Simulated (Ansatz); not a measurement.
# TiGa2S4: the cost of one run

Program: Ansatz 0.2.0. Level of theory: DFT PBE, scalar-relativistic, plane waves, PAW, unless a step names another level. These are calculated values, not measurements.

6 further runs of the same task are left out: 6 set aside as unsound or not needed.

### 1 Plan

Pauling electronegativities: Ti 1.54, Ga 1.81, S 2.58 (spread 1.04). The formula balances with common oxidation states: Ga +3, Ti +2, S -2. Tabulated atomic sizes suggest about 20 Å³/atom. 20 candidates were drawn, by swapping species into database cells of other compounds, at random by space group and Wyckoff sites, or by hand, as the table says:

| name | made from | space group no. | Wyckoff sites | atoms (primitive cell) | V (Å³/atom) |
| --- | --- | --- | --- | --- | --- |
| c01 | random | 191 | Ti 1a; Ga 2e; S 4h | 7 | 20.6 |
| c02 | random | 191 | Ti 1b; Ga 2c; S 4h | 7 | 20.1 |
| c03 | random | 191 | Ti 1b; Ga 2c; S 3g, 1a | 7 | 20.0 |
| c04 | random | 123 | Ti 1c; Ga 2f; S 4i | 7 | 20.3 |
| c05 | random | 191 | Ti 1a; Ga 2c; S 2e, 2e | 7 | 25.3 |
| c06 | random | 164 | Ti 1a; Ga 2d; S 3e, 1b | 7 | 22.4 |
| c07 | built by hand: NiGa2S4 (layered FeGa2S4 polytype) | 164 | Ti 1a; Ga 2d; S 2d, 2d | 7 | 19.9 |
| c08 | random | 139 | Ti 2b; Ga 4c; S 8i | 7 | 20.8 |
| c09 | random | 123 | Ti 1a; Ga 2f; S 2h, 1d, 1b | 7 | 24.8 |
| c10 | database cell of BaNi2P4 | 139 | Ti 2a; Ga 4d; S 8j | 7 | 18.7 |
| c11 | random | 99 | Ti 1b; Ga 1a, 1b; S 1b, 2c, 1b | 7 | 25.4 |
| c12 | built by hand: Normal spinel | 227 | Ti 8a; Ga 16d; S 32e | 14 | 19.2 |
| c13 | random | 123 | Ti 1b; Ga 2h; S 4o | 7 | 24.9 |
| c14 | random | 65 | Ti 2d; Ga 2b, 2c; S 8o | 7 | 21.7 |
| c15 | random | 139 | Ti 2b; Ga 4e; S 8f | 7 | 20.8 |
| c16 | random | 65 | Ti 2a; Ga 4e; S 2c, 4k, 2d | 7 | 21.9 |
| c17 | random | 99 | Ti 1a; Ga 2c; S 2c, 2c | 7 | 23.6 |
| c18 | built by hand: TiS2/GaS layered intergrowth | 156 | Ti 1a; Ga 1b, 1b; S 1a, 1a, 1c, 1b | 7 | 20.2 |
| c19 | random | 123 | Ti 1c; Ga 2e; S 4m | 7 | 21.6 |
| c20 | database cell of Nd2ZnSb4 | 115 | Ti 1c; Ga 2g; S 2g, 1b, 1a | 7 | 21.1 |

### 2 Screening run of c15

input.yaml reads:

```yaml
crystal:
  lattice:
    - [-2.98738483, 2.98738483, 4.07697517]
    - [2.98738483, -2.98738483, 4.07697517]
    - [2.98738483, 2.98738483, -4.07697517]
  atoms:
    - { symbol: Ti, position: [0.5, 0.5, 0.0], spin: 1.0 }
    - { symbol: Ga, position: [0.14831919, 0.14831919, 0.0] }
    - { symbol: Ga, position: [0.85168081, 0.85168081, 0.0] }
    - { symbol: S, position: [0.5, 0.5, 0.5] }
    - { symbol: S, position: [0.0, 0.0, 0.5] }
    - { symbol: S, position: [0.5, 0.0, 0.0] }
    - { symbol: S, position: [0.0, 0.5, 0.0] }
basis:
  ecutwfc: 420
kpoints:
  mp_grid: { grid: [3, 3, 3] }
hamiltonian:
  xc: pbe
scf:
  occupations: { method: gaussian, width: 0.15 }
  lower_state_search: "off"
output:
  forces: true
  stress: true
  eigenvalues: true
  populations: true
magnetization:
  spin_polarized: true
relax:
  adjacent_minimum: "off"
  f_tol: 0.08
  max_steps: 16
  cell: { stress_tol: 0.8 }
```

Command:

```sh
$ ansatz run input.yaml --threads 1 --pin off --max-ram 2560MiB --backend cpu --events-out ev --progress --plain --runs-dir out
```

Q: Estimate wall time and peak memory on 1 thread of AMD EPYC (Zen 3), shared host.

About 98 s, with a peak of 0.52 GiB.
